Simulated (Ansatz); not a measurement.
**GeH6O2Si: up Jacob's ladder to CCSD(T)**

An exercise on one series of results from a longer session: the logs are not shown, and one member is left open.

Method: functionals in def2-TZVPP, the program's frozen cores in correlated methods; program: Ansatz 0.2.0, Gaussian basis.

Plan: PBE-D4, r2SCAN-D4, PBE0-D4, B3LYP-D4, ωB97X-V, ωB97M-V, B2PLYP; CCSD(T)/def2-TZVPP; MP2/def2-QZVPP; extrapolation to the limit.

## The relaxed structure

All runs share one geometry, relaxed beforehand with PBE0-D4 in a triple-zeta def2 set.

SMILES `O[SiH2][O][GeH3]`, 10 atoms, charge 0, spin multiplicity 1.

Atoms are counted from 1 here; the program's logs count them from 0.

Bond lengths: O1–Si2 1.644 Å, O1–H5 0.958 Å, Si2–O3 1.628 Å, Si2–H6 1.482 Å, Si2–H7 1.484 Å, O3–Ge4 1.779 Å, Ge4–H8 1.536 Å, Ge4–H9 1.533 Å, Ge4–H10 1.538 Å. Angles: Si2–O1–H5 117.7°, O1–Si2–O3 112.9°, O1–Si2–H6 104.1°, O1–Si2–H7 110.7°, O3–Si2–H6 110.8°, O3–Si2–H7 106.1°, H6–Si2–H7 112.3°, Si2–O3–Ge4 133.2°, O3–Ge4–H8 107.9°, O3–Ge4–H9 105.8°, O3–Ge4–H10 108.6°, H8–Ge4–H9 111.5°, H8–Ge4–H10 111.2°, H9–Ge4–H10 111.7°.

Set-up of the first run:

Contents of in.yaml:

```yaml
crystal:
  periodic: [false, false, false]
  atoms:
    - {symbol: O, position_ang: [-1.231977, 1.292479, -1.194454]}
    - {symbol: Si, position_ang: [-0.170067, 1.366681, 0.058048]}
    - {symbol: O, position_ang: [0.009552, -0.059322, 0.822214]}
    - {symbol: Ge, position_ang: [0.612139, -1.651620, 0.304728]}
    - {symbol: H, position_ang: [-2.161701, 1.193177, -0.985298]}
    - {symbol: H, position_ang: [1.102677, 1.790667, -0.572277]}
    - {symbol: H, position_ang: [-0.637919, 2.328172, 1.086882]}
    - {symbol: H, position_ang: [-0.584124, -2.461905, -0.216065]}
    - {symbol: H, position_ang: [1.221936, -2.292951, 1.556595]}
    - {symbol: H, position_ang: [1.664584, -1.444679, -0.797072]}
basis:
  gaussian: {orbitals: def2-TZVPP}
hamiltonian: {xc: pbe, dispersion: d4}
output: {forces: true, orbitals: {seedname: orbitals}}
```

Among the steps run: PBE-D4 (GGA); r2SCAN-D4 (meta-GGA); PBE0-D4 (hybrid); B3LYP-D4 (hybrid); ωB97X-V (range-separated); ωB97M-V (range-separated); B2PLYP (double hybrid); CCSD(T) in def2-TZVPP; MP2 in def2-QZVPP.

One of the session's tables, all rows but one given; the rest of the session is left out.

| method | atomisation energy (kcal/mol) |
| --- | --- |
| PBE-D4 | 791.9 |
| r2SCAN-D4 | 796.3 |
| PBE0-D4 | 780.8 |
| B3LYP-D4 | 791.8 |
| ωB97X-V | 801.6 |
| ωB97M-V | 796.1 |
| B2PLYP | 787.3 |
| HF/def2-TZVPP | 578.0 |
| MP2/def2-TZVPP | 791.6 |
| CCSD/def2-TZVPP | ? |
| CCSD(T)/def2-TZVPP | 782.7 |
| MP2/CBS | 812.2 |
| CCSD(T)/CBS | 803.4 |

**Question.** Estimate the row for CCSD/def2-TZVPP.

As computed: atomisation energy (kcal/mol): 772.9. In the column «atomisation energy (kcal/mol)» it lies between HF/def2-TZVPP (578.0) and PBE0-D4 (780.8).
